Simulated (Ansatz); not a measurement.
# TaV under changes of volume

One of the cells (16.097 Å³/atom); the others are scaled copies at fixed shape and fractional positions:

```
CELL_PARAMETERS angstrom
1.60670 -2.30777 0.00000
1.60670 2.30777 0.00000
0.00000 0.00000 4.34136
ATOMIC_POSITIONS crystal
Ta 0.00000 0.00000 0.00000
V 0.50000 0.50000 0.50000
```

The cell comes from a database or a generator and needn't be the stable form of this composition.

```yaml
Program: Ansatz 0.2.0
Functional: PBE
Potentials_or_basis: JTH PAW
Cutoff: "1410 eV (not typed: the program's choice for these potentials)"
k_mesh: 10 × 10 × 6
Occupations: fermi-dirac, width 0.05 eV
Spin: collinear spin, ferromagnetic start
Starting_moments: "[0.0, 2.0] μB"
```

```tsv
volume (Å³/atom)	energy over the lowest point (meV/atom)	pressure (GPa)
15.132	37.85	13.0
15.453	16.61	8.3
15.775	4.26	4.1
16.097	0.00	0.3
16.419	3.12	-3.3
16.741	12.96	-6.4
17.063	?	?
```

**Question.** What does the run at 17.063 Å³/atom give?

**Answer.** Energy over the lowest point 28.93 meV/atom; pressure -9.4 GPa.

Worked out: A Birch-Murnaghan fit of order 3 (a polynomial in V^(-2/3)) to the other rows has its minimum at 16.12 Å³/atom with B0 = V·E''(V) = 183 GPa and B' = 3.8 at fixed shape and positions, which overstates the stiffness. It gives 28.89 meV/atom at 17.063 Å³/atom, against the run's 28.93, and -dE/dV = -9.3 GPa, against -9.4.

Energies are extrapolated to zero smearing.

Caveats: the starting moments weren't kept.
